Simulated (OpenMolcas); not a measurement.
**triplet BClF2: levels of theory compared**

Wanted: a comparison of 6 runs (UHF/3-21G, UB3LYP/6-31G*, U-revPBE/aug-cc-pVDZ, UBLYP/aug-cc-pVDZ, USVWN5/aug-cc-pVDZ, UTPSS/aug-cc-pVDZ) of triplet BClF2. 

The calculation is run with OpenMolcas 26.06.

## Step 1: The structure to begin with

BClF2 has 4 atoms, charge 0, and is taken as a triplet. SMILES of the parent species: `FB(F)Cl`. Geometry: relaxed at PBE0-D4/def2-TZVP. That shape belongs to the parent species and isn't relaxed for this state.

Bond lengths: F1–B2 1.310 Å, B2–F3 1.310 Å, B2–Cl4 1.740 Å. Angles: F1–B2–F3 119.0°, F1–B2–Cl4 120.5°, F3–B2–Cl4 120.5°.

## Step 2: The energy at UHF/3-21G (run 1)

Contents of job.input:

```
&gateway
 baslib = $CurrDir
 coord
 4
 angstrom
 F       -0.173700      -1.254300      -0.546300
 B       -0.067100      -0.041300      -0.062000
 F       -1.011600       0.830100      -0.317700
 Cl       1.307900       0.405300       0.905700
 basis = 3-21G
 group = NoSym

&seward

&scf
 uhf
 spin = 3
 thresholds = 1e-10 1e-07 1e-07 1e-05
 prorbitals = 1 2
```

The basis set 3-21G is read from a file made from the Basis Set Exchange's data (not shown).

Command:

```sh
$ export MOLCAS_MEM=1860
$ pymolcas job.input > job.log
```

What it wrote:

```text
--- Start Module: gateway ---
[...]
--- Stop Module: gateway /rc=_RC_ALL_IS_WELL_ ---
--- Start Module: seward ---
[...]
      Basis functions           40
--- Stop Module: seward /rc=_RC_ALL_IS_WELL_ ---
--- Start Module: scf ---
[...]
       Convergence after  27 Iterations
[...]
::    Total SCF energy                               -679.5047704199
[...]
      Total spin, S                                     1.0022479816
[...]
      Total electronic charge=   40.000000
      Total            charge=   -0.000000
[...]
      Dipole Moment (debye):
      Origin of the operator (angstrom)=    0.2677    0.0674    0.1736
                   X=  4.2459E+00               Y=  1.3800E+00               Z=  2.9868E+00           Total=  5.3715E+00
      Quadrupole Moment (debye*angstrom):
[...]
--- Stop Module: scf /rc=_RC_ALL_IS_WELL_ ---
[...]
```

Run time: 2.2 s. Hardware: 1 thread of Arm Neoverse V2, shared host; peak memory 0.37 GiB.

## Step 3: A single-point energy at UB3LYP/6-31G(d) (spherical functions) (run 2)

Contents of struct.xyz:

```xyz
4

F     -0.173700    -1.254300    -0.546300
B     -0.067100    -0.041300    -0.062000
F     -1.011600     0.830100    -0.317700
Cl     1.307900     0.405300     0.905700
```

Contents of calc.inp:

```
&GATEWAY
BASLIB=$CurrDir
COORD=struct.xyz
BASIS=6-31Gs
GROUP=NoSym
&SEWARD
GRIDINPUT
Grid=UltraFine
End of Grid
&SCF
UHF
SPIN=3
KSDFT=B3LYP
THRESHOLDS=1e-10 1e-07 1e-07 1e-05
PRORBITALS=1 2
```

The basis set 6-31G* is read from a file made from the Basis Set Exchange's data (not shown).

Command:

```sh
$ export MOLCAS_MEM=1860
$ pymolcas calc.inp > calc.log
```

What it wrote:

```text
--- Start Module: gateway ---
[...]
--- Stop Module: gateway /rc=_RC_ALL_IS_WELL_ ---
--- Start Module: seward ---
[...]
      Basis functions           60
--- Stop Module: seward /rc=_RC_ALL_IS_WELL_ ---
[...]
--- Start Module: scf ---
[...]
       Convergence after  21 Iterations
[...]
::    Total KS-DFT energy                            -684.5801965331
[...]
      Total spin, S                                     1.0016278178
[...]
      Total electronic charge=   40.000000
      Total            charge=   -0.000000
[...]
      Dipole Moment (debye):
      Origin of the operator (angstrom)=    0.2677    0.0674    0.1736
                   X=  2.1314E+00               Y=  6.9250E-01               Z=  1.4995E+00           Total=  2.6965E+00
      Quadrupole Moment (debye*angstrom):
[...]
--- Stop Module: scf /rc=_RC_ALL_IS_WELL_ ---
[...]
```

Wall time 17 s (1 thread of Arm Neoverse V2, shared host); peak memory 0.39 GiB.

Runs 3 to 5 aren't shown in full; the table further down has their settings and results.

## Step 4: The energy at UTPSS/aug-cc-pVDZ (run 6)

Contents of calc.input:

```
&GATEWAY
BasLib=$CurrDir
Coord
4
angstrom
F       -0.173700      -1.254300      -0.546300
B       -0.067100      -0.041300      -0.062000
F       -1.011600       0.830100      -0.317700
Cl       1.307900       0.405300       0.905700
Basis=aug-cc-pVDZ
Group=NoSym
&SEWARD
GridInput
Grid=UltraFine
End of Grid
&SCF
UHF
Spin=3
KSDFT=2
1.0 MGGA_X_TPSS
1.0 MGGA_C_TPSS
Thresholds=1e-10 1e-07 1e-07 1e-05
PrOrbitals=1
```

The basis set aug-cc-pVDZ is read from a file made from the Basis Set Exchange's data (not shown).

Command:

```sh
$ export MOLCAS_MEM=1860
$ pymolcas calc.input > calc.log
```

What it wrote:

```text
--- Start Module: gateway ---
[...]
--- Stop Module: gateway /rc=_RC_ALL_IS_WELL_ ---
--- Start Module: seward ---
[...]
      Basis functions           96
--- Stop Module: seward /rc=_RC_ALL_IS_WELL_ ---
[...]
--- Start Module: scf ---
[...]
       Convergence after  28 Iterations
[...]
::    Total KS-DFT energy                            -684.6826529762
[...]
      Total spin, S                                     1.0015074363
[...]
      Total electronic charge=   40.000000
      Total            charge=   -0.000000
[...]
      Dipole Moment (debye):
      Origin of the operator (angstrom)=    0.2677    0.0674    0.1736
                   X=  1.8002E+00               Y=  5.8517E-01               Z=  1.2657E+00           Total=  2.2771E+00
      Quadrupole Moment (debye*angstrom):
[...]
--- Stop Module: scf /rc=_RC_ALL_IS_WELL_ ---
[...]
```

It took 88 s on 1 thread of Arm Neoverse V2, shared host; peak memory 0.53 GiB.

## Step 5: The series

```tsv
run	level	integration grid	energy (Eh)	dipole moment (D)	HOMO energy (eV)	⟨S²⟩	wall time
1	UHF/3-21G	–	-679.504770	5.37	-4.57	2.007	2.2 s
2	UB3LYP/6-31G* (spherical functions)	UltraFine	-684.580197	2.70	-1.48	2.005	17 s
3	U-revPBE/aug-cc-pVDZ	UltraFine	-684.485518	2.20	-1.36	2.004	50 s
4	UBLYP/aug-cc-pVDZ	UltraFine	-684.619000	2.27	-1.25	2.003	53 s
5	USVWN5/aug-cc-pVDZ	UltraFine	-681.626976	2.18	-1.42	2.002	39 s
6	UTPSS/aug-cc-pVDZ	UltraFine	-684.682653	2.28	-1.41	2.005	88 s
```

## Step 6: What came out

| quantity | value |
| --- | --- |
| run 6: total energy | -684.68265 Eh |
| run 6: dipole moment | 2.28 D |
| run 6: HOMO energy (highest over α and β) | -1.41 eV |
| run 6: ⟨S²⟩ | 2.005 |

The dipole moment (its size) runs from 2.18 D (USVWN5/aug-cc-pVDZ) to 5.37 D (UHF/3-21G). The two ends differ in method and basis. Totals of different functionals can't be ranked against each other. All runs together took 4.2 min, the longest 88 s.
